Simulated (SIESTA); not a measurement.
## As2Se under changes of volume

One of the cells (22.477 Å³/atom); the others are scaled copies at fixed shape and fractional positions:

```
Se As
1.0
    -3.55279    3.55279    2.67114
     3.55279   -3.55279    2.67114
     3.55279    3.55279   -2.67114
Se As
2 4
Cartesian
  3.5528 0.0000 1.3356
  0.0000 0.0000 2.6711
  -1.7764 3.5528 2.0034
  1.7764 3.5528 2.0034
  0.0000 1.7764 0.6678
  0.0000 5.3292 0.6678
```

The cell comes from a database or a generator and needn't be the stable form of this composition.

| Property | Result |
| --- | --- |
| Program | SIESTA 5.4.2 |
| Functional | PBEsol |
| Potentials or basis | PseudoDojo 0.4 standard (PBEsol files) |
| Basis | DZP (energy shift 0.003 Ry; two zetas on semicore shells) |
| Grid cutoff | 500 Ry |
| Energy shift | 0.003 Ry |
| k mesh | 6 × 6 × 6 |
| Occupations | fermi-dirac, width 0.05 eV |
| Spin | no spin polarisation |

| volume (Å³/atom) | energy over the lowest point (meV/atom) | pressure (GPa) |
| --- | --- | --- |
| 20.714 | 13.68 | 4.4 |
| 21.155 | 4.27 | 2.5 |
| 21.596 | 0.00 | 0.7 |
| 22.477 | 4.79 | -2.3 |
| 22.918 | ? | ? |
| 23.359 | 24.59 | -4.7 |

Q: What does the run at 22.918 Å³/atom give?

A: Energy over the lowest point 13.03 meV/atom; pressure -3.6 GPa.

Worked out: A Birch-Murnaghan fit of order 3 (a polynomial in V^(-2/3)) to the other rows has its minimum at 21.78 Å³/atom with B0 = V·E''(V) = 79 GPa and B' = 4.2 at fixed shape and positions, which overstates the stiffness. It gives 13.01 meV/atom at 22.918 Å³/atom, against the run's 13.03, and -dE/dV = -3.6 GPa, against -3.6.

Energies are extrapolated to zero smearing.

Caveats: the basis of atomic orbitals isn't converged, which shifts pressures, moduli and gaps.
